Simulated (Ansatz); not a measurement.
# H3 (doublet): the correlation ladder at distance H1–H2 along a hydrogen transfer = 0.840 Å, cc-pVQZ

An exercise on one series of results from a longer session: the logs are not shown, and one member is left open.

The runs use Ansatz 0.2.0, Gaussian basis; cc-pVQZ, core rule «outside noble gas», up to 0 orbitals frozen.

The runs, in order: UHF; CCSD(T) on ROHF; CCSD(T) on UHF; BCCD(T) on ROHF; CISD; CCSDT on ROHF; CCSDT on UHF; CASSCF and NEVPT2, 3 electrons in 3 orbitals; Full CI.

9 further runs of the same task are left out: 1 for a mislabelled method, 8 that didn't finish.

## The geometry

The geometry derives from fragments relaxed apart (PBE0/def2-TZVP) and kept rigid, so it is no stationary point. A hydrogen atom is moved between rigid fragments.

3 atoms, charge 0, spin multiplicity 2.

Atoms are counted from 1 here; the program's logs count them from 0.

Bond lengths: H1–H2 0.840 Å.

The first run:

in.yaml reads:

```yaml
crystal:
  periodic: [false, false, false]
  atoms:
    - {symbol: H, position_ang: [0.000000, 0.000000, -0.850667]}
    - {symbol: H, position_ang: [0.000000, 0.000000, -0.010667]}
    - {symbol: H, position_ang: [0.000000, 0.000000, 0.861333]}
basis:
  gaussian: {orbitals: cc-pVQZ}
magnetization: {spin_polarized: true, initial_magnetization: 1}
hamiltonian: {xc: hf}
output: {orbitals: {seedname: orbitals}}
```

The run is started by

```
ansatz run in.yaml --threads 1 --pin off --events-out ev --progress --plain --max-ram 2393MiB
```

Among the steps run: UHF; CCSD(T) on ROHF; CCSD(T) on UHF; BCCD(T) on ROHF; CISD; CCSDT on ROHF; CCSDT on UHF; CASSCF and NEVPT2, 3 electrons in 3 orbitals; Full CI.

One of the session's tables, all rows but one given; the rest of the session is left out.

| method | from FCI (kJ/mol) |
| --- | --- |
| ROHF | +163.3 |
| UHF | +139.5 |
| RMP2 | +28.0 |
| UMP2 | +30.3 |
| CISD | +1.8 |
| RCCSD | +1.9 |
| UCCSD | +1.6 |
| RCCSD(T) | +0.3 |
| UCCSD(T) | +0.3 |
| BCCD(T) | +0.3 |
| RCCSDT | 0.0 |
| UCCSDT | 0.0 |
| CASSCF valence | ? |
| NEVPT2 valence | +23.1 |
| FCI | 0 |

Q: Estimate the row for CASSCF valence from the others.

The run gave: from FCI (kJ/mol): +94.6. In the column «from FCI (kJ/mol)» it lies between UMP2 (+30.3) and UHF (+139.5).

To keep in mind: Restricted and unrestricted rows rest on different reference determinants; where their highest levels disagree by more than a few hundredths of an eV, they describe different states and don't form one ladder.
